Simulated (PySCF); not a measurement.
**CH3ClGaNO (SMILES C=[N][Ga]([OH])[Cl]): CIS/cc-pVDZ (spin of roots singlet)**

We compute the excited states of CH3ClGaNO. The job is set up through a Python script.

The results are computed with PySCF 2.14.0.

4 further runs of the same task are left out: 4 set aside as unsound or not needed.

### Step 1. The molecule

CH3ClGaNO: 8 atoms, total charge 0, spin state singlet. As SMILES, `C=[N][Ga]([OH])[Cl]`. Geometry: a GFN2-xTB relaxation, a rough one for these elements and not checked as a minimum. This is one conformer, not always the lowest.

Bond lengths: C1–N2 1.253 Å, N2–Ga3 1.921 Å, Ga3–O4 1.761 Å, Ga3–Cl5 2.092 Å, C1–H6 1.091 Å, C1–H7 1.094 Å, O4–H8 0.955 Å. Angles: C1–N2–Ga3 119.0°, N2–Ga3–O4 114.4°, N2–Ga3–Cl5 126.1°, O4–Ga3–Cl5 119.5°, N2–C1–H6 118.0°, N2–C1–H7 125.8°, Ga3–O4–H8 126.3°, H6–C1–H7 116.1°.

### Step 2. The excited states at CIS/cc-pVDZ (spin of roots singlet)

Contents of input.py:

```python
from pyscf import gto, tdscf

mol = gto.Mole()
mol.atom = [
    ('C', (-0.314340, 1.434530, 0.952170)),
    ('N', (0.430140, 1.263140, -0.041580)),
    ('Ga', (0.535190, -0.481840, -0.837010)),
    ('O', (-0.495100, -1.691030, -0.078110)),
    ('Cl', (1.732390, -1.024640, -2.464400)),
    ('H', (-0.361600, 2.431940, 1.391400)),
    ('H', (-0.931930, 0.668180, 1.429530)),
    ('H', (-0.594750, -2.600280, -0.352000)),
]
mol.charge = 0
mol.spin = 0
mol.verbose = 3
mol.max_memory = 1860
mol.basis = 'cc-pvdz'
mol.build()

myscf = mol.RHF()
myscf.conv_tol = 1e-08
myscf.kernel()

energy = myscf.e_tot
print(f'total energy: {energy:.8f} hartree')

td = tdscf.TDA(myscf)
td.nstates = 3
td.kernel()
td.analyze()
roots = td.e * 27.211386
osc = td.oscillator_strength()
print('state   eV      nm      f')
for i, (w, f) in enumerate(zip(roots, osc), 1):
    print('%3d %9.4f %8.1f %9.5f' % (i, w, 1239.842 / w, f))
```

The run is started by

```bash
$ OMP_NUM_THREADS=1 python input.py
```

**Question.** What will come out? Wanted: ground-state or mean-field energy; dipole moment; HOMO energy; LUMO energy; HOMO–LUMO gap; lowest singlet excitation energy.

Answer, from the run:

Level: CIS/cc-pVDZ (spin of roots singlet).

```
                             quantity           value
    ground-state or mean-field energy  -2551.72973 Eh
 dipole moment (Hartree–Fock density)          1.90 D
  HOMO energy (Hartree–Fock orbitals)       -10.23 eV
  LUMO energy (Hartree–Fock orbitals)         2.13 eV
HOMO–LUMO gap (Hartree–Fock orbitals)        12.35 eV
     lowest singlet excitation energy         4.60 eV
```

What this shows: The brightest of the 3 transitions from the ground state lies at 6.83 eV (182 nm, f = 0.164); the lowest, at 4.60 eV, has f = 0.000. Mulliken charges of the mean-field density run from -0.59 on O4 to +0.98 on Ga3; they depend strongly on the basis.
